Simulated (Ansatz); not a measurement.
# CH6GeTe: one species, many methods

How much do the methods differ for CH6GeTe? The plan is to run it at one geometry with functionals of several rungs and with coupled cluster, and see how far each lands from CCSD(T) at the basis-set limit for the atomisation energy.

Method: functionals in def2-TZVPP, the program's frozen cores in correlated methods; program: Ansatz 0.2.0, Gaussian basis.

Plan: LDA (SPW92), PBE-D4, revPBE-D4, BLYP-D4, r2SCAN-D4, B97M-V, PBE0-D4, B3LYP-D4, r2SCANh-D4, r2SCAN0-D4, HSE06-D4, BHLYP-D4, CAM-B3LYP-D4, LC-ωPBE, ωB97X-V, ωB97M-V, B2PLYP, PBE-QIDH; CCSD(T)/def2-SVP; CCSD(T)/def2-TZVPP; MP2/def2-QZVPP; extrapolation to the limit; RPA on PBE.

### 1 The relaxed structure

The geometry comes from an earlier relaxation with PBE0-D4 in a triple-zeta def2 set; it is a stationary point, not always the lowest conformer. Te takes the def2 core potential; no spin-orbit term is included.

SMILES `C[Te][GeH3]`, 9 atoms, charge 0, spin multiplicity 1.

Atoms are counted from 1 here; the program's logs count them from 0.

Bond lengths: C1–Te2 2.149 Å, C1–H4 1.087 Å, C1–H5 1.089 Å, C1–H6 1.087 Å, Te2–Ge3 2.547 Å, Ge3–H7 1.535 Å, Ge3–H8 1.539 Å, Ge3–H9 1.539 Å. Angles: Te2–C1–H4 109.8°, Te2–C1–H5 106.6°, Te2–C1–H6 109.8°, H4–C1–H5 109.8°, H4–C1–H6 111.0°, H5–C1–H6 109.8°, C1–Te2–Ge3 94.1°, Te2–Ge3–H7 107.2°, Te2–Ge3–H8 110.4°, Te2–Ge3–H9 110.4°, H7–Ge3–H8 110.0°, H7–Ge3–H9 110.0°, H8–Ge3–H9 108.8°.

### 2 LDA

This LDA is Slater exchange with PW92 correlation.

Input file in.yaml:

```yaml
crystal:
  periodic: [false, false, false]
  atoms:
    - {symbol: C, position_ang: [-0.794078, 1.189533, -0.988795]}
    - {symbol: Te, position_ang: [1.269120, 0.615190, -0.807314]}
    - {symbol: Ge, position_ang: [0.808308, -1.165802, 0.953864]}
    - {symbol: H, position_ang: [-1.384421, 0.340918, -1.326150]}
    - {symbol: H, position_ang: [-0.831356, 1.983424, -1.732822]}
    - {symbol: H, position_ang: [-1.158116, 1.562333, -0.034387]}
    - {symbol: H, position_ang: [2.155697, -1.803978, 1.318928]}
    - {symbol: H, position_ang: [-0.147089, -2.235598, 0.396863]}
    - {symbol: H, position_ang: [0.170436, -0.532419, 2.202614]}
basis:
  gaussian: {orbitals: def2-TZVPP}
hamiltonian: {xc: lda}
output: {orbitals: {seedname: orbitals}}
```

Further steps of the session: PBE-D4 (GGA); revPBE-D4 (GGA); BLYP-D4 (GGA); r2SCAN-D4 (meta-GGA); B97M-V (meta-GGA); PBE0-D4 (hybrid); B3LYP-D4 (hybrid); r2SCANh-D4 (hybrid); r2SCAN0-D4 (hybrid); HSE06-D4 (hybrid); BHLYP-D4 (hybrid); CAM-B3LYP-D4 (range-separated); LC-ωPBE-D4 (range-separated); ωB97X-V (range-separated); ωB97M-V (range-separated); B2PLYP (double hybrid); PBE-QIDH (double hybrid); CCSD(T) in def2-SVP; CCSD(T) in def2-TZVPP; MP2 in def2-QZVPP; RPA on PBE orbitals.

Q: Predict the results of all the runs planned. Wanted: atomisation energy, CCSD(T)/CBS; farthest beyond LDA; mean size of error, GGA; mean size of error, meta-GGA; mean size of error, hybrid; mean size of error, range-separated; mean size of error, double hybrid; gap, smallest and largest; T1 diagnostic.

As calculated:

```
                               quantity                                 value
        atomisation energy, CCSD(T)/CBS                         2689.1 kJ/mol
 functionals within 26.9 kJ/mol (1.0 %)    PBE-D4, r2SCAN-D4, B97M-V, ωB97X-V
                    farthest beyond LDA               BHLYP-D4 (-76.7 kJ/mol)
                mean size of error, GGA                           43.7 kJ/mol
           mean size of error, meta-GGA                           15.6 kJ/mol
             mean size of error, hybrid                           43.8 kJ/mol
    mean size of error, range-separated                           38.8 kJ/mol
      mean size of error, double hybrid                           54.1 kJ/mol
              gap, smallest and largest  3.39 eV (BLYP-D4), 9.83 eV (LC-ωPBE)
                          T1 diagnostic                                0.0105
triples share of the correlation energy                                 3.0 %
```

**Reading.** The LDA atomisation energy is off by 323.4 kJ/mol (12 %): it overbinds. PBE-D4 is off by -14.4 kJ/mol. Double hybrids carry the basis error of their MP2 part in triple zeta, and no dispersion term here, so their miss is partly the set-up's. By mean error the best rung here is meta-GGA (15.6 kJ/mol) and the worst beyond LDA is double hybrid (54.1 kJ/mol). The reference freezes the cores and leaves out spin-orbit coupling and excitations past (T), and its outer-core shells are covered unevenly, so misses under about 26.9 kJ/mol can't be ranked. All levels share the lack of spin-orbit coupling, which lowers the free heavy atoms and so the true binding. Hartree-Fock recovers 72 % of the binding; the rest is correlation. CCSD(T) in def2-SVP is off by -188.4 kJ/mol, which most functionals beat. The gap grows from 3.4 to 9.8 eV across the functionals, mostly with the share of exact exchange. Correlated methods include outer-core shells of Ge, Te, which these sets cover unevenly.
